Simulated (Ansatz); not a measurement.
# AlN: the cost of one run

Computed with Ansatz 0.2.0 (DFT r²SCAN, frozen-core PAW, scalar-relativistic unless said, unless a step's input says otherwise).

The COD entry's cell or inner coordinates are ideal or old and differ from later refinements, so a difference from it is no clean test against experiment.

### 1 The system as given

The structure is hexagonal, space group P6_3mc (No. 186). Conventional cell: a = 3.113 Å, b = 3.113 Å, c = 4.981 Å, α = 90.00°, β = 90.00°, γ = 120.00°. Around Al (site symmetry 3m) lie 4 N at 1.89 Å. N (site symmetry 3m) has 4 Al at 1.89 Å as nearest neighbours.

Coordinates:

```
Al N
1.0
     3.11300    0.00000    0.00000
    -1.55650    2.69594    0.00000
     0.00000    0.00000    4.98100
Al N
2 2
Direct
  0.33333 0.66667 0.00000
  0.66667 0.33333 0.50000
  0.33333 0.66667 0.38000
  0.66667 0.33333 0.88000
```

Cartesian axes are those of the input's lattice vectors. The structure goes back to a database entry.

### 2 Cell and atoms relaxed, PAW

File input.yaml:

```yaml
crystal:
  lattice:
    - [3.11300000001, 0.0, 0.0]
    - [-1.5565, 2.69593708199, 0.0]
    - [0.0, 0.0, 4.981]
  atoms:
    - { symbol: Al, position: [0.333333333333, 0.666666666667, 0.0] }
    - { symbol: Al, position: [0.666666666667, 0.333333333333, 0.5] }
    - { symbol: "N", position: [0.333333333333, 0.666666666667, 0.38] }
    - { symbol: "N", position: [0.666666666667, 0.333333333333, 0.88] }
kpoints:
  mp_grid: { grid: [14, 14, 8] }
scf:
  occupations: { method: fermi_dirac, width: 0.1 }
hamiltonian:
  xc: r2scan
  pseudopotentials: { kind: paw }
relax:
  f_tol: 0.002
  max_steps: 80
  cell: {}
output:
  forces: true
  stress: true
```

Command:

```bash
$ ansatz run input.yaml --threads 2 --pin off --max-ram 6144MiB --backend cpu --events-out ev --progress --plain --runs-dir out
```

Q: Estimate wall time and peak memory on 2 threads of AMD EPYC 7R43 (Zen 3), shared host.

About 19 s, with a peak of 0.55 GiB.
